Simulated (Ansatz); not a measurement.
# ZnBrCl: how energies converge with the basis set

The task here is to estimate one member of a computed series from the others.

The runs use Ansatz 0.2.0, Gaussian basis; one geometry, several basis sets.

Plan: PBE0-D4/def2-SVP; ωB97M-V/def2-SVP; PBE0-D4/def2-QZVPP; ωB97M-V/def2-QZVPP; the functionals' def2-TZVPP values are taken from earlier runs.

## The relaxed structure

All runs share one geometry, relaxed beforehand with PBE0-D4 in a triple-zeta def2 set.

SMILES `[Cl][Zn][Br]`, 3 atoms, charge 0, spin multiplicity 1.

Atoms are counted from 1 here; the program's logs count them from 0.

Bond lengths: Cl1–Zn2 2.087 Å, Zn2–Br3 2.221 Å. Angles: Cl1–Zn2–Br3 180.0°.

The first run:

Contents of in.yaml:

```yaml
crystal:
  periodic: [false, false, false]
  atoms:
    - {symbol: Cl, position_ang: [-1.744040, 0.855094, -0.868593]}
    - {symbol: Zn, position_ang: [-0.039828, -0.003284, -0.022391]}
    - {symbol: Br, position_ang: [1.772968, -0.916710, 0.877684]}
basis:
  gaussian: {orbitals: def2-SVP}
hamiltonian: {xc: pbe0, dispersion: d4}
output: {orbitals: {seedname: orbitals}}
```

Run with:

```sh
> ansatz run in.yaml --threads 4 --pin off --events-out ev --progress --plain --max-ram 10444MiB
```

Among the steps run: PBE0-D4 in def2-SVP; ωB97M-V in def2-SVP; PBE0-D4 in def2-QZVPP; ωB97M-V in def2-QZVPP.

One of the session's tables, all rows but one given; the rest of the session is left out.

It belongs to the step «Density functionals: the series». 

```
functional       basis  HOMO (eV)  LUMO (eV)
   PBE0-D4    def2-SVP      -8.48      -1.50
   PBE0-D4  def2-TZVPP      -8.74      -1.71
   PBE0-D4  def2-QZVPP      -8.75      -1.74
   ωB97M-V    def2-SVP     -10.64       0.22
   ωB97M-V  def2-TZVPP          ?          ?
   ωB97M-V  def2-QZVPP     -10.97      -0.10
```

Estimate the missing values for ωB97M-V, def2-TZVPP.

**Answer.** HOMO (eV): -10.95; LUMO (eV): 0.09. In the column «HOMO (eV)» it lies between ωB97M-V, def2-QZVPP (-10.97) and ωB97M-V, def2-SVP (-10.64).
